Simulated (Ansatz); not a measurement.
# MnGe (CsCl type): how the settings move a single-point run

Question: which choices in the input matter for MnGe (CsCl type)?

Method: reference: DFT, LDA, PAW with Ansatz's default frozen-core files, scalar-relativistic, in Ansatz 0.2.0.

## Step 1: The structure to begin with

Symmetry: Pm-3m, No. 221, cubic system. The conventional cell has a = 2.542 Å, b = 2.542 Å, c = 2.542 Å, α = 90.00°, β = 90.00°, γ = 90.00°. Around Mn (site symmetry m-3m) lie 8 Ge at 2.20 Å. Ge (site symmetry m-3m) is surrounded by 8 Mn at 2.20 Å.

Coordinates:

```
Mn Ge
1.0
     2.54201    0.00000    0.00000
     0.00000    2.54201    0.00000
     0.00000    0.00000    2.54201
Mn Ge
1 1
Direct
  0.00000 0.00000 0.00000
  0.50000 0.50000 0.50000
```

## Step 2: Baseline

File input.yaml:

```yaml
crystal:
  lattice:
    - [2.5420068892, 0.0, 0.0]
    - [0.0, 2.5420068892, 0.0]
    - [0.0, 0.0, 2.5420068892]
  atoms:
    - { symbol: Mn, position: [0.0, 0.0, 0.0], spin: 3.0 }
    - { symbol: Ge, position: [0.5, 0.5, 0.5] }
magnetization:
  spin_polarized: true
kpoints:
  mp_grid: { grid: [13, 13, 13] }
  band_path:
    path:
      - [0.0, 0.0, 0.0]
      - [0.0, 0.5, 0.0]
      - [0.5, 0.5, 0.0]
      - [0.0, 0.0, 0.0]
      - [0.5, 0.5, 0.5]
      - [0.0, 0.5, 0.0]
      - [0.5, 0.5, 0.5]
      - [0.5, 0.5, 0.0]
    npoints: 8
scf:
  occupations: { method: fermi_dirac, width: 0.1 }
hamiltonian:
  xc: lda
  pseudopotentials: { kind: paw }
output:
  forces: true
  stress: true
  eigenvalues: true
  populations: true
  dos: { projected: true, de: 0.2, e_range: [-14, 8] }
```

Launch:

```
> ansatz run input.yaml --threads 1 --pin off --max-ram 3072MiB --backend cpu --events-out ev --progress --plain --runs-dir out
```

## Step 3: Changing settings: n_extra_bands 2

Changes to input.yaml since step 2:

```diff
@@ -25,2 +25,3 @@
   occupations: { method: fermi_dirac, width: 0.1 }
+  n_extra_bands: 2
 hamiltonian:
@@ -33,2 +34 @@
   populations: true
-  dos: { projected: true, de: 0.2, e_range: [-14, 8] }
```

What does the calculation give? Wanted: for each run, ending; energy change; pressure; gap; force.

The runs gave:

| run | ending | energy change | pressure (GPa) | gap (eV) | force (eV/Å) | cycles | time |
| --- | --- | --- | --- | --- | --- | --- | --- |
| reference | converged | 0 | 167.8 | 0.00 | 0.00 | 12 | 7 s |
| 1: n_extra_bands 2 | converged | 0.0 meV/atom | 167.8 | 0.00 | 0.00 | 12 | 7.2 s |

Times don't compare one to one where runs were asked for different outputs or read a saved state (see the inputs); cycles may leave out searches for a lower state.

Residual by cycle in the longest SCF loop of each run; runs are numbered as in the table. The quantity is the density residual dr2, in eV.

| cycle | reference | run 1 |
| --- | --- | --- |
| 1 | 5.05 | 1.63 |
| 2 | 0.201 | 0.178 |
| 3 | 1.09 | 2.46 |
| 4 | 0.0772 | 0.099 |
| 5 | 0.00165 | 4.2e-4 |
| 6 | 4.5e-5 | 2.0e-4 |
| 7 | 3.7e-4 | 1.1e-4 |
| 8 | 1.0e-5 | 1.4e-5 |
| 9 | 1.2e-5 | 4.9e-7 |
| 10 | 4.1e-9 | 2.0e-7 |
| 11 | 5.0e-9 | 2.0e-11 |
| 12 | 7.1e-11 | 9.3e-11 |

**Reading.** Energy and cycle count are those of the reference, so the change (band count) left the result and the number of cycles as they were. The structure is not at rest: the sound run finds 168 GPa, so these are no properties of the relaxed crystal. 
